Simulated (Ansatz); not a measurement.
# C2H4Cl2Ge: shape, modes and thermochemistry

What shape does C2H4Cl2Ge take? The plan is to relax it, check the end point by its vibrations and derive ideal-gas thermochemistry, and look at its orbitals and charge.

The runs use Ansatz 0.2.0, Gaussian basis; RKS PBE0-D4/def2-TZVP.

Plan: relaxation at PBE-D4/def2-SVP; relaxation at PBE0-D4/def2-TZVP; harmonic vibrations at the same level; a single point in def2-TZVPP for the fields.

**1. The starting structure**

SMILES `C=[CH][GeH]([Cl])[Cl]`, 9 atoms, charge 0, spin multiplicity 1.

Atoms are counted from 1 here; the program's logs count them from 0.

Bond lengths: C1–C2 1.368 Å, C1–H6 1.018 Å, C1–H7 1.120 Å, C2–Ge3 1.948 Å, C2–H8 1.074 Å, Ge3–Cl4 2.078 Å, Ge3–Cl5 2.160 Å, Ge3–H9 1.600 Å. Angles: C2–C1–H6 122.8°, C2–C1–H7 117.2°, H6–C1–H7 119.7°, C1–C2–Ge3 123.4°, C1–C2–H8 115.7°, Ge3–C2–H8 120.9°, C2–Ge3–Cl4 108.3°, C2–Ge3–Cl5 108.5°, C2–Ge3–H9 107.7°, Cl4–Ge3–Cl5 110.7°, Cl4–Ge3–H9 112.3°, Cl5–Ge3–H9 109.3°.

The start is a force-field geometry with small random shifts, so a cheaper pass at PBE-D4/def2-SVP comes first.

**2. Optimising with PBE-D4/def2-SVP (cheap first pass)**

File in.yaml:

```yaml
crystal:
  periodic: [false, false, false]
  atoms:
    - {symbol: C, position_ang: [1.634500, -0.171300, 0.241800]}
    - {symbol: C, position_ang: [0.449900, -0.605900, -0.285700]}
    - {symbol: Ge, position_ang: [-1.259400, 0.266300, 0.051800]}
    - {symbol: Cl, position_ang: [-2.742400, -0.802900, -0.936400]}
    - {symbol: Cl, position_ang: [-1.155600, 2.291200, -0.692400]}
    - {symbol: H, position_ang: [2.527900, -0.608700, 0.024300]}
    - {symbol: H, position_ang: [1.608700, 0.762600, 0.859800]}
    - {symbol: H, position_ang: [0.510700, -1.473600, -0.915400]}
    - {symbol: H, position_ang: [-1.485900, 0.295800, 1.635200]}
basis:
  gaussian: {orbitals: def2-SVP}
hamiltonian: {xc: pbe, dispersion: d4}
relax: {f_tol: 0.03, max_steps: 200}
```

Started as:

```console
$ ansatz run in.yaml --threads 4 --pin off --events-out ev --progress --plain --max-ram 10444MiB
```

Output, shortened:

```text
Functional definition: PBE
  name "PBE"
  cite "Perdew, Burke & Ernzerhof, Phys. Rev. Lett. 77, 3865 (1996) doi:10.1103/PhysRevLett.77.3865"
  parent pbe
[...]
1289 factors; their error is unknown
[...]
mean field -83665.71006016 eV, -3074.6581340557 hartree, gradient 2.3e-5 eV, S^2 0.000000; 0 other end points of the search recorded, 0 dependent functions left out
[...]
reference -83665.71009337 eV, -3074.6581352763 hartree; 41, 41 occupied and 75, 75 virtual orbitals, 1289 factors
relax step   1: F+E_penalty+E_count = -83665.96509938 eV  Δ(F+E_penalty+E_count) = +0.000e0 eV  max|allowed force component| = 4.614e0 eV/Å  Δτ_max = 0.0000 Å  (28 SCF iters, accepted)
[...]
relax step   4: F+E_penalty+E_count = -83666.29222959 eV  Δ(F+E_penalty+E_count) = -4.789e-2 eV  max|allowed force component| = 4.175e-1 eV/Å  Δτ_max = 0.0833 Å  (29 SCF iters, accepted)
[...]
relax step   7: F+E_penalty+E_count = -83666.32393534 eV  Δ(F+E_penalty+E_count) = -6.998e-3 eV  max|allowed force component| = 8.509e-2 eV/Å  Δτ_max = 0.0964 Å  (28 SCF iters, accepted)
[...]
relax step  10: F+E_penalty+E_count = -83666.35651814 eV  Δ(F+E_penalty+E_count) = -1.372e-2 eV  max|allowed force component| = 5.010e-1 eV/Å  Δτ_max = 0.0952 Å  (28 SCF iters, accepted)
[...]
relax step  13: F+E_penalty+E_count = -83666.38319777 eV  Δ(F+E_penalty+E_count) = -2.358e-3 eV  max|allowed force component| = 1.680e-1 eV/Å  Δτ_max = 0.1187 Å  (29 SCF iters, accepted)
[...]
relax step  14: F+E_penalty+E_count = -83666.38682064 eV  Δ(F+E_penalty+E_count) = -3.623e-3 eV  max|allowed force component| = 1.535e-1 eV/Å  Δτ_max = 0.0828 Å  (29 SCF iters, accepted)
[...]
relax step  15: F+E_penalty+E_count = -83666.39055842 eV  Δ(F+E_penalty+E_count) = -3.738e-3 eV  max|allowed force component| = 1.051e-2 eV/Å  Δτ_max = 0.0255 Å  (30 SCF iters, accepted)
1289 factors; their error is unknown
[...]
mean field -83666.13295044 eV, -3074.6736749870 hartree, gradient 1.3e-5 eV, S^2 0.000000; 1 other end points of the search recorded, 0 dependent functions left out
[...]
reference -83666.13298417 eV, -3074.6736762263 hartree; 41, 41 occupied and 75, 75 virtual orbitals, 1289 factors
Total energy: -83666.39059215 eV, -3074.6831431450 hartree
Atom 0 at     1.627762    -0.040875    -0.067461 Å, force     0.010509     0.006310    -0.004074 eV/Å
Atom 1 at     0.468243    -0.710449     0.049952 Å, force    -0.010243    -0.005794    -0.000535 eV/Å
Atom 2 at    -1.244932     0.187635     0.181977 Å, force     0.003666     0.005273    -0.002563 eV/Å
Atom 3 at    -2.493971    -0.433849    -1.489941 Å, force     0.003277    -0.000535     0.001823 eV/Å
Atom 4 at    -0.898223     2.331671     0.019273 Å, force     0.001622    -0.000558     0.000485 eV/Å
Atom 5 at     2.593237    -0.569781    -0.147752 Å, force    -0.007375     0.005679     0.002448 eV/Å
Atom 6 at     1.656407     1.062022    -0.092406 Å, force    -0.001525    -0.005756     0.000051 eV/Å
Atom 7 at     0.448261    -1.814851     0.061417 Å, force    -0.000327    -0.001799     0.001397 eV/Å
Atom 8 at    -2.068383    -0.058022     1.467941 Å, force     0.000395    -0.002820     0.000967 eV/Å
Dipole moment:     0.352293    -0.290015     0.266256 e Å
```

Wall time 18 s (4 threads of Arm Neoverse V2, shared host).

The steps of the relaxation: (the energy doesn't fall at every step)

| step | energy from step 1 (eV) | largest force component (eV/Å) |
| --- | --- | --- |
| 1 | 0.0000 | 4.6136 |
| 2 | -0.2792 | 1.1108 |
| 3 | -0.2401 | 1.1872 |
| 4 | -0.3271 | 0.4175 |
| 5 | -0.3433 | 0.1137 |
| 6 | -0.3518 | 0.1217 |
| 7 | -0.3588 | 0.0851 |
| 8 | -0.3688 | 0.3091 |
| 9 | -0.3777 | 0.5046 |
| 10 | -0.3914 | 0.5010 |
| 11 | -0.4020 | 0.3999 |
| 12 | -0.4157 | 0.3896 |
| 13 | -0.4181 | 0.1680 |
| 14 | -0.4217 | 0.1535 |
| 15 | -0.4255 | 0.0105 |

Distances of close pairs at the start and the end, largest changes first:

| bond | before (Å) | after (Å) | change (Å) |
| --- | --- | --- | --- |
| Ge3–Cl4 | 2.078 | 2.178 | +0.099 |
| C1–H6 | 1.018 | 1.104 | +0.086 |
| Ge3–H9 | 1.600 | 1.547 | -0.053 |
| C2–H8 | 1.074 | 1.105 | +0.031 |
| C1–C2 | 1.368 | 1.344 | -0.024 |
| Ge3–Cl5 | 2.160 | 2.178 | +0.018 |
| C1–H7 | 1.120 | 1.104 | -0.017 |
| C2–Ge3 | 1.948 | 1.939 | -0.010 |

**3. Optimising with PBE0-D4/def2-TZVP**

File in.yaml:

```yaml
crystal:
  periodic: [false, false, false]
  atoms:
    - {symbol: C, position_ang: [1.627762, -0.040875, -0.067461]}
    - {symbol: C, position_ang: [0.468243, -0.710449, 0.049952]}
    - {symbol: Ge, position_ang: [-1.244932, 0.187635, 0.181977]}
    - {symbol: Cl, position_ang: [-2.493971, -0.433849, -1.489941]}
    - {symbol: Cl, position_ang: [-0.898223, 2.331671, 0.019273]}
    - {symbol: H, position_ang: [2.593237, -0.569781, -0.147752]}
    - {symbol: H, position_ang: [1.656407, 1.062022, -0.092406]}
    - {symbol: H, position_ang: [0.448261, -1.814851, 0.061417]}
    - {symbol: H, position_ang: [-2.068383, -0.058022, 1.467941]}
basis:
  gaussian: {orbitals: def2-TZVP}
hamiltonian: {xc: pbe0, dispersion: d4}
relax: {f_tol: 0.005, max_steps: 150}
```

The command is unchanged.

Output, shortened:

```text
Functional definition: PBE0
  name "PBE0"
  cite "Adamo & Barone, J. Chem. Phys. 110, 6158 (1999) doi:10.1063/1.478522"
  cite "Perdew, Burke & Ernzerhof, Phys. Rev. Lett. 77, 3865 (1996) doi:10.1103/PhysRevLett.77.3865"
  parent pbe
[...]
1473 factors; their error is unknown
[...]
mean field -83688.11796774 eV, -3075.4816094706 hartree, gradient 3.0e-5 eV, S^2 0.000000; 0 other end points of the search recorded, 0 dependent functions left out
[...]
reference -83688.11799984 eV, -3075.4816106502 hartree; 41, 41 occupied and 167, 167 virtual orbitals, 1473 factors
relax step   1: F+E_penalty+E_count = -83688.33931933 eV  Δ(F+E_penalty+E_count) = +0.000e0 eV  max|allowed force component| = 6.348e-1 eV/Å  Δτ_max = 0.0000 Å  (29 SCF iters, accepted)
[...]
Total energy: -83688.38732519 eV, -3075.4915081743 hartree
Atom 0 at     1.615235    -0.044807    -0.059890 Å, force    -0.000298    -0.000236     0.000006 eV/Å
Atom 1 at     0.466787    -0.699743     0.039154 Å, force     0.000249    -0.000100    -0.000154 eV/Å
Atom 2 at    -1.231700     0.191598     0.176724 Å, force    -0.000257     0.000069     0.001094 eV/Å
Atom 3 at    -2.476371    -0.432005    -1.459688 Å, force    -0.000155    -0.000081    -0.000217 eV/Å
Atom 4 at    -0.916856     2.307613     0.001907 Å, force     0.000010     0.000130    -0.000116 eV/Å
Atom 5 at     2.561782    -0.571297    -0.138587 Å, force     0.000057    -0.000049    -0.000039 eV/Å
Atom 6 at     1.657867     1.039796    -0.070966 Å, force    -0.000149     0.000030     0.000112 eV/Å
Atom 7 at     0.448920    -1.786696     0.038334 Å, force     0.000137     0.000168     0.000037 eV/Å
Atom 8 at    -2.037263    -0.050958     1.456012 Å, force     0.000408     0.000069    -0.000723 eV/Å
Dipole moment:     0.384718    -0.296262     0.281204 e Å
```

Wall time 40 s (4 threads of Arm Neoverse V2, shared host); peak memory 0.7 GiB.

Step by step:

| step | energy from step 1 (eV) | largest force component (eV/Å) |
| --- | --- | --- |
| 1 | 0.0000 | 0.6348 |
| 2 | -0.0456 | 0.1626 |
| 3 | -0.0470 | 0.0567 |
| 4 | -0.0477 | 0.0551 |
| 5 | -0.0479 | 0.0144 |
| 6 | -0.0479 | 0.0082 |
| 7 | -0.0480 | 0.0095 |
| 8 | -0.0480 | 0.0055 |
| 9 | -0.0480 | 0.0011 |

Close pairs (by a distance rule), those that changed most:

| bond | before (Å) | after (Å) | change (Å) |
| --- | --- | --- | --- |
| Ge3–Cl5 | 2.178 | 2.146 | -0.032 |
| Ge3–Cl4 | 2.178 | 2.148 | -0.029 |
| C1–C2 | 1.344 | 1.326 | -0.018 |
| C1–H7 | 1.104 | 1.085 | -0.018 |
| C1–H6 | 1.104 | 1.086 | -0.018 |
| C2–H8 | 1.105 | 1.087 | -0.018 |
| C2–Ge3 | 1.939 | 1.923 | -0.016 |
| Ge3–H9 | 1.547 | 1.531 | -0.016 |

Mulliken charges at the end point, from the run's report:

| atom | value (e) |
| --- | --- |
| C1 | -0.21 |
| C2 | -0.25 |
| Ge3 | 0.59 |
| Cl4 | -0.31 |
| Cl5 | -0.30 |
| H6 | 0.14 |
| H7 | 0.15 |
| H8 | 0.14 |
| H9 | 0.05 |

**4. Vibrations by finite differences**

File in.yaml:

```yaml
crystal:
  periodic: [false, false, false]
  atoms:
    - {symbol: C, position_ang: [1.615235, -0.044807, -0.059890]}
    - {symbol: C, position_ang: [0.466787, -0.699743, 0.039154]}
    - {symbol: Ge, position_ang: [-1.231700, 0.191598, 0.176724]}
    - {symbol: Cl, position_ang: [-2.476371, -0.432005, -1.459688]}
    - {symbol: Cl, position_ang: [-0.916856, 2.307613, 0.001907]}
    - {symbol: H, position_ang: [2.561782, -0.571297, -0.138587]}
    - {symbol: H, position_ang: [1.657867, 1.039796, -0.070966]}
    - {symbol: H, position_ang: [0.448920, -1.786696, 0.038334]}
    - {symbol: H, position_ang: [-2.037263, -0.050958, 1.456012]}
basis:
  gaussian: {orbitals: def2-TZVP}
hamiltonian: {xc: pbe0, dispersion: d4}
phonons: {temperatures: {t_min: 298.15, t_max: 900, t_step: 200}}
```

Launched as before.

Output, shortened:

```text
Functional definition: PBE0
  name "PBE0"
  cite "Adamo & Barone, J. Chem. Phys. 110, 6158 (1999) doi:10.1063/1.478522"
  cite "Perdew, Burke & Ernzerhof, Phys. Rev. Lett. 77, 3865 (1996) doi:10.1103/PhysRevLett.77.3865"
  parent pbe
[...]
1473 factors; their error is unknown
[...]
mean field -83688.16393277 eV, -3075.4832986543 hartree, gradient 2.8e-5 eV, S^2 0.000000; 0 other end points of the search recorded, 0 dependent functions left out
[...]
reference -83688.16396452 eV, -3075.4832998214 hartree; 41, 41 occupied and 167, 167 virtual orbitals, 1473 factors
[...]
1473 factors; their error is unknown
mean field -83688.16372553 eV, -3075.4832910384 hartree, gradient 2.0e-6 eV, S^2 0.000000; 0 other end points of the search recorded, 0 dependent functions left out
[...]
reference -83688.16375729 eV, -3075.4832922055 hartree; 41, 41 occupied and 167, 167 virtual orbitals, 1473 factors
[...]
Atom 1 at     0.466787    -0.699743     0.039154 Å, force     0.000162    -0.000174    -0.000164 eV/Å
Atom 2 at    -1.231700     0.191598     0.176724 Å, force    -0.000270     0.000094     0.001291 eV/Å
Atom 3 at    -2.476371    -0.432005    -1.459688 Å, force    -0.000134    -0.000008    -0.000294 eV/Å
Atom 4 at    -0.916856     2.307613     0.001907 Å, force    -0.000069     0.000031    -0.000195 eV/Å
Atom 5 at     2.561782    -0.571297    -0.138587 Å, force     0.000088    -0.000064    -0.000045 eV/Å
Atom 6 at     1.657867     1.039796    -0.070966 Å, force    -0.000051     0.000005     0.000121 eV/Å
Atom 7 at     0.448920    -1.786696     0.038334 Å, force     0.000147     0.000203     0.000050 eV/Å
Atom 8 at    -2.037263    -0.050958     1.456012 Å, force     0.000420     0.000063    -0.000730 eV/Å
Dipole moment:     0.384716    -0.296267     0.281199 e Å
Vibrations: 69.05 129.61 141.57 177.66 333.33 414.63 433.90 516.97 606.50 710.77 728.60 1010.94 1014.44 1026.46 1279.27 1434.51 1674.92 2184.25 3141.53 3167.71 3229.66 cm⁻¹, zero-point energy 1.452245 eV
```

It took 2.8 min on 4 threads of Arm Neoverse V2, shared host; peak memory 0.7 GiB.

Motions are named by where the mode's potential energy lies. The modes, unscaled (a negative number is an imaginary wavenumber):

| mode | cm⁻¹ | motion |
| --- | --- | --- |
| 1 | 69 | torsion |
| 2 | 130 | bend |
| 3 | 142 | bend |
| 4 | 178 | bend with torsion |
| 5 | 333 | bend |
| 6 | 415 | Ge–Cl stretch |
| 7 | 434 | Ge–Cl stretch |
| 8 | 517 | torsion |
| 9 | 606 | Ge–C stretch |
| 10 | 711 | bend with wag or twist |
| 11 | 729 | bend |
| 12 | 1011 | bend |
| 13 | 1014 | wag or twist with out-of-plane bend |
| 14 | 1026 | wag or twist |
| 15 | 1279 | bend |
| 16 | 1435 | bend |
| 17 | 1675 | C–C stretch |
| 18 | 2184 | Ge–H stretch |
| 19 | 3142 | C–H stretch |
| 20 | 3168 | C–H stretch |
| 21 | 3230 | C–H stretch |

Ideal gas, rigid rotor and harmonic oscillator at 298.15 K and 1 bar, with symmetry number 1:

| term | value |
| --- | --- |
| zero-point energy | 140.1 kJ/mol |
| H(298) − E | 161.6 kJ/mol |
| entropy, translation | 173.0 J/(mol K) |
| entropy, rotation | 119.5 J/(mol K) |
| entropy, vibration | 72.0 J/(mol K) |
| entropy, total | 364.5 J/(mol K) |

**5. A single point for the fields**

Edit in.yaml of step 4 so:

```diff
@@ -13,4 +13,4 @@
 basis:
-  gaussian: {orbitals: def2-TZVP}
+  gaussian: {orbitals: def2-TZVPP}
 hamiltonian: {xc: pbe0, dispersion: d4}
-phonons: {temperatures: {t_min: 298.15, t_max: 900, t_step: 200}}
+output: {orbitals: {seedname: orbitals}}
```

Same command.

Output:

```text
Functional definition: PBE0
  name "PBE0"
  cite "Adamo & Barone, J. Chem. Phys. 110, 6158 (1999) doi:10.1063/1.478522"
  cite "Perdew, Burke & Ernzerhof, Phys. Rev. Lett. 77, 3865 (1996) doi:10.1103/PhysRevLett.77.3865"
  parent pbe
  parameter a = 0.25
  parameter kappa = 0.804
  parameter beta = 0.06672455060314922
  exchange = (1 - a)*pbe_x(kappa = kappa, mu = beta*pi^2/3) + a*exact_x
  correlation = pbe_c(beta = beta)
1647 factors; their error is unknown
mean field evaluation 1: about -83681.9411 eV, gradient 5.2e1 eV
mean field evaluation 2: about -83678.2693 eV, gradient 6.4e1 eV
mean field evaluation 4: about -83687.8534 eV, gradient 2.8e0 eV
mean field evaluation 8: about -83687.8693 eV, gradient 6.7e-2 eV
mean field evaluation 16: about -83688.2002 eV, gradient 6.8e-5 eV
mean field -83688.20024164 eV, -3075.4846329808 hartree, gradient 6.8e-5 eV, S^2 0.000000; 0 other end points of the search recorded, 0 dependent functions left out
reference -83688.20027372 eV, -3075.4846341597 hartree; 41, 41 occupied and 209, 209 virtual orbitals, 1647 factors
Total energy: -83688.42360964 eV, -3075.4928416035 hartree
```

Run time: 3.9 s. Hardware: 4 threads of Arm Neoverse V2, shared host; peak memory 0.83 GiB.

Orbitals, density, ELF and potential are computed afterwards from the orbital file.

Frontier orbitals at PBE0-D4/def2-TZVPP, with the share of their density that lies nearest to each atom:

| orbital | energy (eV) | lies on |
| --- | --- | --- |
| HOMO-1 | -8.78 | Cl4 34 %; Cl5 17 %; H9 17 % |
| HOMO | -8.63 | C1, C2 about 34 % each; Cl4 14 % |
| LUMO | -1.14 | C1, C2 about 25 % each; Ge3 12 %; Cl4 9 % |

ELF in a plane through or near 7 of the atoms.

Ten even steps from ' ' (0.00) to '@' (1.00):
```
                                                        
                                                        
                            ..::------::..              
                          ::++**####****--::            
                        ..++%%%%**++%%%%##==..          
              ..**##==  ..==%%%%::**::%%##++..          
              ==@@@@@@##  ..##%%==::**##++--            
              --%%@@@@%%    --**######++::              
        ..----==##%%@@**..  ..::::::::::                
      ::%%@@@@@@##%%--**++++++::****==....              
      --@@@@@@@@@@::==%%--++%%::++**==..::......        
      ..%%@@@@@@++--++==----%%**....::--------::..      
        --++**--  ..==%%%%%%++--....::--====--::..      
                  ::##@@@@@@==..    ..--====--::        
                  ==%%@@@@@@--      ..::::::..          
                  ::**%%%%**..                          
                                                        
                                                        
                                                        
                                                        
```
The map spans 10.4 Å across and 9.5 Å up, centred on the molecule. Atoms in the plane (x, y in Å): C1 (-1.6, 0.2), C2 (-0.6, -0.6), Ge3 (1.3, 0.0), Cl5 (1.2, 2.1), H6 (-2.6, -0.2), H7 (-1.5, 1.3), H8 (-0.7, -1.7).

On the surface of density 0.002 e/bohr³ the electrostatic potential runs, from the 1st to the 99th percentile, from -0.58 V near Cl4 to 1.48 V near H8.

**6. Summary of results**

| quantity | value |
| --- | --- |
| point group | C1 |
| steps | 15 + 9 |
| shift from the start (rms) | 0.641 Å |
| total energy | -83688.3873 eV |
| dispersion term | -223 meV |
| dipole moment | 2.70 D |
| lowest, highest wavenumber | 69, 3230 cm⁻¹ |
| zero-point energy | 140.1 kJ/mol |
| entropy at 298.15 K | 364.5 J/(mol K) |
| HOMO, LUMO | -8.63, -1.14 eV |

What this shows: The atoms moved 0.64 Å (rms) from the start; the bond that changed most is Ge3–Cl4, from 2.078 to 2.148 Å. All wavenumbers are real, so the end point is a minimum. The stiffest mode, 3230 cm⁻¹, is a C–H stretch, and 4 modes under 200 cm⁻¹ make the vibrational entropy uncertain. Harmonic hybrid wavenumbers usually lie a few per cent above measured fundamentals. The largest Mulliken charge, +0.59 e, sits on Ge3. The HOMO lies mostly on C1, C2 about 34 % each; Cl4 14 % and the LUMO on C1, C2 about 25 % each; Ge3 12 %.
